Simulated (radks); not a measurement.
**Valence configurations of W**

The task here is to estimate one member of a computed series from the others.

Method: Dirac Kohn-Sham, PBE, spin-unpolarised, spherical densities, point nucleus; open shells fill j = l - 1/2 first. Code: radks (a radial shooting solver on a logarithmic mesh, Libxc functionals) version 1.

**What is computed**

| Item | Value |
| --- | --- |
| element | tungsten (Z = 74) |
| charge | 0 |
| electrons | 74 |
| configuration | [Xe] 4f14 5d4 6s2 |
| others tried | 4f14 5d4 6s1.5 6p0.5; 4f14 5d4 6p2; 4f12 5d4 6s2 6p2; 4f14 5d3 6s1 6p2; 4f14 5d2 6s2 6p2; 4f14 5d4 6s1 6p1; 4f14 5d5 6s1; 4f13.5 5d4 6p2.5; 4f14 5d1 6s2 6p3 |

Set-up of the first run:

Settings of this run:

```text
Z 74
configuration [Xe] 4f14 5d4 6s2
relativity Dirac
functional pbe,pbe
spin unpolarised
j_filling energy
nucleus point
c 137.035999084
```

The run is started by

```bash
python run_ks.py task.json out
```

All runs below come from this command, one after another.

Among the steps run: [Xe] 4f14 5d4 6s2.

One table of the session follows, with a row left open; its other results are not shown here.

From the orbitals of this run (lengths in bohr):

```
level     <r>  outermost maximum (interpolated)  90 % within  nodes
5s1/2   1.069                             0.964         1.54      4
5p1/2   1.179                              1.03         1.72      3
5p3/2   1.284                              1.12         1.88      3
4f5/2  0.6032                             0.426         1.00      0
4f7/2       ?                                 ?            ?      ?
6s1/2   3.198                              2.67         4.77      5
5d3/2   2.042                              1.47         3.31      2
5d5/2   2.146                              1.52         3.50      2
```

**Question.** Estimate the row for 4f7/2.

The run gave: <r>: 0.6130; outermost maximum (interpolated): 0.431; 90 % within: 1.02; nodes: 0. In the column «<r>» it lies between 4f5/2 (0.6032) and 5s1/2 (1.069).
